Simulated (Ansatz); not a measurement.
# AlH (SMILES [AlH]) at r2SCAN/def2-TZVPPD

Aim: the electronic atomisation energy of AlH at r2SCAN/def2-TZVPPD, from 3 runs. 

The calculation is run with Ansatz 0.2.0.

33 further runs of the same task are left out: 33 set aside as unsound or not needed.

**1. Starting point**

AlH: 2 atoms, total charge 0, spin state singlet. As SMILES, `[AlH]`. The shape is that of a PBE0-D4/def2-TZVP optimisation.

Bond lengths: Al1–H2 1.665 Å.

**2. A single-point energy at r2SCAN/def2-TZVPPD**

job.yaml

```yaml
basis:
  gaussian: {orbitals: def2-TZVPPD.json}
crystal:
  periodic: [false, false, false]
  atoms:
    - symbol: Al
      position_ang: [-0.000000, 0.000000, -0.025640]
    - symbol: H
      position_ang: [0.000000, -0.000000, 1.639110]
hamiltonian: {xc: {name: r2SCAN}}
accuracy: high
output: {orbitals: {seedname: orbitals}}
```

The basis set def2-TZVPPD is read from a file made from the Basis Set Exchange's data (not shown).

Command:

```sh
$ ansatz run job.yaml --threads 1 --pin off --max-ram 3480MiB --events-out events.jsonl --progress --plain --runs-dir runs
```

The log of the run:

```text
Warning: RAYON_NUM_THREADS=1 ignored (pool sized by the plan → 1); use --threads N
Functional definition: r2SCAN
  name "r2SCAN"
  parameter k0 = 0.174
  parameter k1 = 0.065
  parameter a1 = 4.9479
  exchange = r2scan_x(k0 = k0, k1 = k1, a1 = a1)
  correlation = r2scan_c
816 factors; integrals over basis functions are off by at most 3.6e-9 eV
mean field evaluation 1: about -6610.2655 eV, gradient 1.1e1 eV
mean field evaluation 2: about -6610.5065 eV, gradient 7.1e0 eV
mean field evaluation 4: about -6610.7835 eV, gradient 1.7e-1 eV
mean field evaluation 8: about -6610.7829 eV, gradient 7.0e-4 eV
mean field evaluation 16: about -6610.7829 eV, gradient 1.6e-7 eV
mean field -6610.78288300 eV, -242.9417900008 hartree, gradient 1.2e-8 eV, S^2 0.000000; 0 other end points of the search recorded, 0 dependent functions left out
reference -6610.78288359 eV, -242.9417900223 hartree; 7, 7 occupied and 58, 58 virtual orbitals, 816 factors
Total energy: -6610.78288359 eV, -242.9417900223 hartree
```

Wall time 2 s (1 thread of Arm Neoverse V2, shared host); peak memory 0.13 GiB.

**3. The Al atom**

molecule.yaml

```yaml
basis:
  gaussian:
    orbitals: def2-TZVPPD.json
crystal:
  periodic: [false, false, false]
  atoms:
    - {symbol: Al, position_ang: [0.000000, 0.000000, 0.000000]}
magnetization:
  spin_polarized: true
  initial_magnetization: 1
hamiltonian:
  xc: r2scan
accuracy: high
```

The basis set def2-TZVPPD is read from a file made from the Basis Set Exchange's data (not shown).

Command:

```sh
$ ansatz run molecule.yaml --threads 1 --pin off --max-ram 3480MiB --events-out events.jsonl --progress --plain --runs-dir runs
```

The log of the run:

```text
Warning: RAYON_NUM_THREADS=1 ignored (pool sized by the plan → 1); use --threads N
[... 7 set-up lines as earlier in the session ...]
459 factors; integrals over basis functions are off by at most 2.8e-9 eV
mean field evaluation 1: about -6594.0771 eV, gradient 2.1e0 eV
mean field evaluation 2: about -6594.1489 eV, gradient 6.1e-1 eV
mean field evaluation 4: about -6594.1531 eV, gradient 3.4e-1 eV
mean field evaluation 8: about -6594.1535 eV, gradient 1.2e-3 eV
mean field evaluation 16: about -6594.1535 eV, gradient 1.9e-7 eV
mean field evaluation 32: about -6594.1532 eV, gradient 1.5e-1 eV
mean field evaluation 64: about -6594.1535 eV, gradient 1.3e-8 eV
mean field -6594.15346511 eV, -242.3306701651 hartree, gradient 4.2e-9 eV, S^2 0.762406; 9 other end points of the search recorded, 0 dependent functions left out
reference -6594.15346891 eV, -242.3306703048 hartree; 7, 6 occupied and 41, 42 virtual orbitals, 459 factors
Total energy: -6594.15346891 eV, -242.3306703048 hartree
```

It took 9.6 s on 1 thread of Arm Neoverse V2, shared host; peak memory 0.15 GiB.

**4. The H atom, same level**

input.yaml

```yaml
basis:
  gaussian: {orbitals: def2-TZVPPD.json}
crystal:
  periodic: [false, false, false]
  atoms:
    - {symbol: H, position_ang: [0.000000, 0.000000, 0.000000]}
magnetization: {spin_polarized: true, initial_magnetization: 1}
hamiltonian: {xc: r2scan}
accuracy: high
```

The basis set def2-TZVPPD is read from a file made from the Basis Set Exchange's data (not shown).

Run the same way, it converges to -0.49993 Eh (log not shown).

**5. Summary of results**

Level: r2SCAN/def2-TZVPPD.

```
                     quantity          value
       molecule: total energy  -242.94179 Eh
        molecule: HOMO energy       -5.08 eV
        molecule: LUMO energy       -2.37 eV
      molecule: HOMO–LUMO gap        2.71 eV
        Al atom: total energy  -242.33067 Eh
                Al atom: ⟨S²⟩          0.762
         H atom: total energy    -0.49993 Eh
                 H atom: ⟨S²⟩          0.750
electronic atomisation energy       3.026 eV
```

In words: Taking the molecule apart into free atoms costs 3.03 eV (292 kJ/mol), before zero-point energy and without spin-orbit coupling.
